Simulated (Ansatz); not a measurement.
**C₂H₇NSi: small, medium and large basis sets**

The task here is to estimate one member of a computed series from the others.

Program: Ansatz 0.2.0, Gaussian basis. Level of theory: one geometry, several basis sets. These are calculated values, not measurements.

The runs, in order: PBE0-D4/def2-SVP; ωB97M-V/def2-SVP; PBE0-D4/def2-QZVPP; ωB97M-V/def2-QZVPP; the functionals' def2-TZVPP values are taken from earlier runs.

**The relaxed structure**

The geometry comes from an earlier relaxation with PBE0-D4 in a triple-zeta def2 set; it is a stationary point, not always the lowest conformer.

SMILES `CC(=N)[SiH3]`, 11 atoms, charge 0, spin multiplicity 1.

Atoms are counted from 1 here; the program's logs count them from 0.

Bond lengths: C1–C2 1.498 Å, C1–H5 1.095 Å, C1–H6 1.091 Å, C1–H7 1.095 Å, C2–N3 1.272 Å, C2–Si4 1.901 Å, N3–H8 1.021 Å, Si4–H9 1.486 Å, Si4–H10 1.488 Å, Si4–H11 1.488 Å. Angles: C2–C1–H5 110.6°, C2–C1–H6 110.1°, C2–C1–H7 110.6°, H5–C1–H6 109.4°, H5–C1–H7 106.7°, H6–C1–H7 109.4°, C1–C2–N3 118.8°, C1–C2–Si4 118.3°, N3–C2–Si4 122.9°, C2–N3–H8 111.5°, C2–Si4–H9 107.9°, C2–Si4–H10 110.5°, C2–Si4–H11 110.5°, H9–Si4–H10 109.9°, H9–Si4–H11 109.9°, H10–Si4–H11 108.1°.

The first run:

in.yaml reads:

```yaml
crystal:
  periodic: [false, false, false]
  atoms:
    - {symbol: C, position_ang: [-0.872004, 1.262951, -0.047167]}
    - {symbol: C, position_ang: [-0.395180, -0.098655, 0.355151]}
    - {symbol: N, position_ang: [-1.062316, -0.751530, 1.219679]}
    - {symbol: Si, position_ang: [1.186341, -0.774313, -0.454348]}
    - {symbol: H, position_ang: [-0.104816, 2.015703, 0.160486]}
    - {symbol: H, position_ang: [-1.784433, 1.516178, 0.494268]}
    - {symbol: H, position_ang: [-1.065593, 1.299972, -1.123964]}
    - {symbol: H, position_ang: [-0.639697, -1.661143, 1.410677]}
    - {symbol: H, position_ang: [1.447648, -2.124018, 0.110822]}
    - {symbol: H, position_ang: [2.338752, 0.124137, -0.175608]}
    - {symbol: H, position_ang: [1.016901, -0.866481, -1.929394]}
basis:
  gaussian: {orbitals: def2-SVP}
hamiltonian: {xc: pbe0, dispersion: d4}
output: {orbitals: {seedname: orbitals}}
```

Started as:

```bash
ansatz run in.yaml --threads 2 --pin off --events-out ev --progress --plain --max-ram 4352MiB
```

Among the steps run: PBE0-D4 in def2-SVP; ωB97M-V in def2-SVP; PBE0-D4 in def2-QZVPP; ωB97M-V in def2-QZVPP.

One of the session's tables, all rows but one given; the rest of the session is left out.

It belongs to the step «Density functionals: the series». 

| functional | basis | HOMO (eV) |
| --- | --- | --- |
| PBE0-D4 | def2-SVP | ? |
| PBE0-D4 | def2-TZVPP | -7.19 |
| PBE0-D4 | def2-QZVPP | -7.22 |
| ωB97M-V | def2-SVP | -9.31 |
| ωB97M-V | def2-TZVPP | -9.50 |
| ωB97M-V | def2-QZVPP | -9.53 |

**Question.** Estimate the row for PBE0-D4, def2-SVP.

As computed: HOMO (eV): -7.02. In the column «HOMO (eV)» it is the highest.
